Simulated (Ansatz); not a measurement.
# GeH2+ (doublet): wave-function methods side by side at angle H2–Ge1–H3 = 67.2°, aug-cc-pVDZ

How much of the correlation energy of GeH2+ (doublet) does each wave-function method recover here?

The runs use Ansatz 0.2.0, Gaussian basis; aug-cc-pVDZ, core rule «outside noble gas», up to 14 orbitals frozen.

The runs, in order: UHF; CCSD(T) on ROHF; CCSD(T) on UHF; BCCD(T) on ROHF; CISD; CCSDT(Q) on ROHF; CCSDT(Q) on UHF; CASSCF and MRCISD+Q, 3 electrons in 3 orbitals; CASSCF and NEVPT2, 3 electrons in 3 orbitals; CASSCF and MRCISD+Q, 5 electrons in 6 orbitals; CASSCF and NEVPT2, 5 electrons in 6 orbitals; Full CI.

14 further runs of the same task are left out: 13 that didn't finish, 1 set aside as unsound or not needed.

## Step 1: The geometry

The geometry derives from a PBE0/def2-TZVP stationary point (not a proven minimum). One angle is set to the value named; bond lengths are kept. No spin-orbit coupling is included. The filled d shell of Ge may be among the frozen orbitals whatever the setting's name suggests; the logs give the count.

3 atoms, charge 1, spin multiplicity 2.

Atoms are counted from 1 here; the program's logs count them from 0.

Bond lengths: Ge1–H2 1.552 Å, Ge1–H3 1.552 Å. Angles: H2–Ge1–H3 67.2°.

## Step 2: UHF

in.yaml reads:

```yaml
crystal:
  periodic: [false, false, false]
  atoms:
    - {symbol: Ge, position_ang: [0.000000, -0.034897, 0.000000]}
    - {symbol: H, position_ang: [0.000000, 1.257483, -0.858655]}
    - {symbol: H, position_ang: [0.000000, 1.257483, 0.858655]}
basis:
  gaussian: {orbitals: aug-cc-pVDZ}
total_charge: 1
magnetization: {spin_polarized: true, initial_magnetization: 1}
hamiltonian: {xc: hf}
output: {orbitals: {seedname: orbitals}}
```

Command:

```console
$ ansatz run in.yaml --threads 1 --pin off --events-out ev --progress --plain --max-ram 2393MiB
```

Further steps of the session: CCSD(T) on ROHF; CCSD(T) on UHF; BCCD(T) on ROHF; CISD; CCSDT(Q) on ROHF; CCSDT(Q) on UHF; CASSCF and MRCISD+Q, 3 electrons in 3 orbitals; CASSCF and NEVPT2, 3 electrons in 3 orbitals; CASSCF and MRCISD+Q, 5 electrons in 6 orbitals; CASSCF and NEVPT2, 5 electrons in 6 orbitals; Full CI.

**Question.** What will the summary of the whole plan be? Wanted: FCI below the RHF energy; RMP2 from FCI; UMP2 from FCI; RCCSD from FCI; RCCSD(T) from FCI; UCCSD(T) from FCI; RCCSDT(Q) from FCI; UCCSDT(Q) from FCI; NEVPT2 pair from FCI.

As calculated:

| quantity | value |
| --- | --- |
| FCI below the RHF energy | -2.5643 eV |
| RMP2 from FCI | +15.81 kcal/mol |
| UMP2 from FCI | +15.65 kcal/mol |
| RCCSD from FCI | +1.72 kcal/mol |
| RCCSD(T) from FCI | +0.43 kcal/mol |
| UCCSD(T) from FCI | +0.29 kcal/mol |
| RCCSDT(Q) from FCI | -0.02 kcal/mol |
| UCCSDT(Q) from FCI | -0.16 kcal/mol |
| NEVPT2 pair from FCI | +14.63 kcal/mol |
| MRCISD+Q pair from FCI | +0.02 kcal/mol |
| NEVPT2 valence from FCI | +8.39 kcal/mol |
| levels within 1 kcal/mol (43 meV) | RCCSD(T), UCCSD(T), BCCD(T), RCCSDT, UCCSDT, RCCSDT(Q), UCCSDT(Q), MRCISD+Q pair, MRCISD valence, MRCISD+Q valence |
| T1 diagnostic | 0.026 |
| effectively unpaired electrons | 1.04 |

In words: RCCSD(T) misses by +0.43 kcal/mol, 0.7 % of the correlation energy. UCCSDT, UCCSDT(Q) fall below full CI: unrestricted runs freeze a spin-polarised core, another one than full CI's, and coupled cluster isn't variational. One determinant dominates. Of the multireference levels listed MRCISD+Q pair comes nearest in total energy (+0.02 kcal/mol), which doesn't show that its space is the better one. These misses are within one basis, not against nature; the frozen cores of restricted and unrestricted runs differ, which can shift their rows.
